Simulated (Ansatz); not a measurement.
**C₇H₆N₂: geometry at several levels**

Wanted for C₇H₆N₂: geometry at several levels.

Method: the levels named in each step, in Ansatz 0.2.0.

## Step 1: Starting point

Bond lengths (14 of 16 bonds, heavy atoms first): C1–C2 1.397 Å, C2–C3 1.380 Å, C3–C4 1.385 Å, C4–N5 1.372 Å, N5–C6 1.365 Å, C6–N7 1.293 Å, C4–C8 1.415 Å, N7–C8 1.374 Å, C1–C9 1.379 Å, C8–C9 1.390 Å, C1–H10 1.080 Å, C2–H11 1.080 Å, C3–H12 1.080 Å, N5–H13 1.006 Å. Angles (14 of 25 angles, heavy atoms first): C1–C2–C3 121.6°, C2–C1–C9 121.8°, C2–C3–C4 116.9°, C3–C4–N5 133.0°, C3–C4–C8 122.0°, N5–C4–C8 105.0°, C4–N5–C6 106.3°, N5–C6–N7 113.8°, C6–N7–C8 105.5°, C4–C8–N7 109.4°, C4–C8–C9 120.0°, N7–C8–C9 130.6°, C1–C9–C8 117.7°, C1–C2–H11 119.1°.

As a file:

```xyz
15

C    -2.2031   -0.3592    0.0022
C    -1.9904    1.0206    0.0382
C    -0.7181    1.5558    0.0465
C     0.3388    0.6606    0.0182
N     1.7013    0.8219    0.0142
C     2.2365   -0.4330   -0.0257
N     1.3524   -1.3767   -0.0465
C     0.1355   -0.7397   -0.0198
C    -1.1558   -1.2554   -0.0276
H    -3.2182   -0.7281   -0.0034
H    -2.8436    1.6825    0.0592
H    -0.5536    2.6231    0.0716
H     2.2009    1.6946    0.0345
H     3.2963   -0.6008   -0.0399
H    -1.3195   -2.3203   -0.0565
```

## Step 2: A rough first relaxation, PBE-D4/def2-SVP

input.yaml

```yaml
crystal:
  periodic: [false, false, false]
  atoms:
    - { symbol: C, position_ang: [-2.20313, -0.35923, 0.00223] }
    - { symbol: C, position_ang: [-1.99039, 1.02064, 0.03821] }
    - { symbol: C, position_ang: [-0.7181, 1.55584, 0.04648] }
    - { symbol: C, position_ang: [0.33877, 0.66058, 0.01823] }
    - { symbol: "N", position_ang: [1.70133, 0.82189, 0.01424] }
    - { symbol: C, position_ang: [2.2365, -0.43305, -0.0257] }
    - { symbol: "N", position_ang: [1.35238, -1.37674, -0.04648] }
    - { symbol: C, position_ang: [0.13548, -0.73966, -0.01979] }
    - { symbol: C, position_ang: [-1.15576, -1.25536, -0.02755] }
    - { symbol: H, position_ang: [-3.21815, -0.72808, -0.00336] }
    - { symbol: H, position_ang: [-2.84357, 1.68252, 0.05925] }
    - { symbol: H, position_ang: [-0.55364, 2.6231, 0.07158] }
    - { symbol: H, position_ang: [2.20091, 1.69462, 0.03447] }
    - { symbol: H, position_ang: [3.29632, -0.60085, -0.03993] }
    - { symbol: H, position_ang: [-1.31952, -2.32027, -0.05652] }
basis:
  gaussian: { orbitals: def2-SVP }
hamiltonian:
  xc: pbe
  dispersion: d4
relax:
  f_tol: 0.03
  max_steps: 200
```

On the command line:

```bash
ansatz run input.yaml --threads 4 --pin off --max-ram 10240MiB --backend cpu --events-out ev --progress --plain --runs-dir out
```

After this run come: Relaxation, HF/STO-3G; Relaxation, HF/6-31G*; Relaxation, LDA/def2-SVP; Relaxation, PBE-D4/def2-SVP.

**Question.** What will these runs give? Wanted: C1–C2 at PBE-D4/def2-SVP; C1–C9 at PBE-D4/def2-SVP; C2–C3 at PBE-D4/def2-SVP.

The runs gave:

```
                quantity    value
C1–C2 at PBE-D4/def2-SVP  1.417 Å
C1–C9 at PBE-D4/def2-SVP  1.399 Å
C2–C3 at PBE-D4/def2-SVP  1.401 Å
```

In words: The C–C distance spreads over 0.014 Å, from HF/6-31G* (shortest) to PBE-D4/def2-SVP.
